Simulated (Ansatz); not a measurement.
# C3H10O2Si: the cost of one run

Program: Ansatz 0.2.0. Level of theory: RKS B3LYP/6-31G. These are calculated values, not measurements.

## 1. The system as given

Bond lengths (14 of 15 bonds, heavy atoms first): Si1–O2 1.680 Å, O2–C3 1.420 Å, Si1–C7 1.870 Å, Si1–C11 1.869 Å, Si1–O15 1.679 Å, C3–H4 1.110 Å, C3–H5 1.110 Å, C3–H6 1.110 Å, C7–H8 1.110 Å, C7–H9 1.110 Å, C7–H10 1.110 Å, C11–H12 1.110 Å, C11–H13 1.110 Å, C11–H14 1.110 Å. Angles (14 of 26 angles, heavy atoms first): Si1–O2–C3 125.0°, O2–Si1–C7 109.4°, O2–Si1–C11 109.5°, O2–Si1–O15 109.5°, C7–Si1–C11 109.5°, C7–Si1–O15 109.5°, C11–Si1–O15 109.5°, O2–C3–H4 109.5°, O2–C3–H5 109.5°, O2–C3–H6 109.5°, Si1–C7–H8 109.5°, Si1–C7–H9 109.5°, Si1–C7–H10 109.5°, Si1–C11–H12 109.5°.

As a file:

```xyz
16

Si    0.0000    0.0000    0.0000
O     0.0000    0.0000    1.6800
C    -1.1112   -0.3437    2.4945
H    -1.8140   -0.9775    1.9143
H    -0.7584   -0.9037    3.3856
H    -1.6313    0.5809    2.8212
C     1.7634    0.0000   -0.6227
H     2.1111   -1.0463   -0.7509
H     1.8119    0.5276   -1.5981
H     2.4154    0.5187    0.1108
C    -0.8808    1.5259   -0.6227
H    -1.9334    1.2723   -0.8671
H    -0.8624    2.3106    0.1622
H    -0.3704    1.9025   -1.5336
O    -0.7913   -1.3709   -0.5594
H    -1.2459   -1.8365    0.2129
```

## 2. Relaxing the start

input.yaml reads:

```yaml
crystal:
  periodic: [false, false, false]
  atoms:
    - { symbol: Si, position_ang: [0.0, 0.0, 0.0] }
    - { symbol: O, position_ang: [0.0, 0.0, 1.68] }
    - { symbol: C, position_ang: [-1.1112, -0.3437, 2.4945] }
    - { symbol: H, position_ang: [-1.814, -0.9775, 1.9143] }
    - { symbol: H, position_ang: [-0.7584, -0.9037, 3.3856] }
    - { symbol: H, position_ang: [-1.6313, 0.5809, 2.8212] }
    - { symbol: C, position_ang: [1.7634, 0.0, -0.6227] }
    - { symbol: H, position_ang: [2.1111, -1.0463, -0.7509] }
    - { symbol: H, position_ang: [1.8119, 0.5276, -1.5981] }
    - { symbol: H, position_ang: [2.4154, 0.5187, 0.1108] }
    - { symbol: C, position_ang: [-0.8808, 1.5259, -0.6227] }
    - { symbol: H, position_ang: [-1.9334, 1.2723, -0.8671] }
    - { symbol: H, position_ang: [-0.8624, 2.3106, 0.1622] }
    - { symbol: H, position_ang: [-0.3704, 1.9025, -1.5336] }
    - { symbol: O, position_ang: [-0.7913, -1.3709, -0.5594] }
    - { symbol: H, position_ang: [-1.2459, -1.8365, 0.2129] }
basis:
  gaussian: { orbitals: "6-31G" }
hamiltonian:
  xc: b3lyp
relax:
  f_tol: 0.02
  max_steps: 40
output:
  orbitals: {}
```

The run is started by

```bash
$ ansatz run input.yaml --threads 1 --pin off --max-ram 2048MiB --backend cpu --events-out ev --progress --plain --runs-dir out
```

**Question.** How long does this run take on 1 thread of Arm Neoverse V1, shared host, and how much memory does it need?

About 100 s, with a peak of 0.19 GiB.
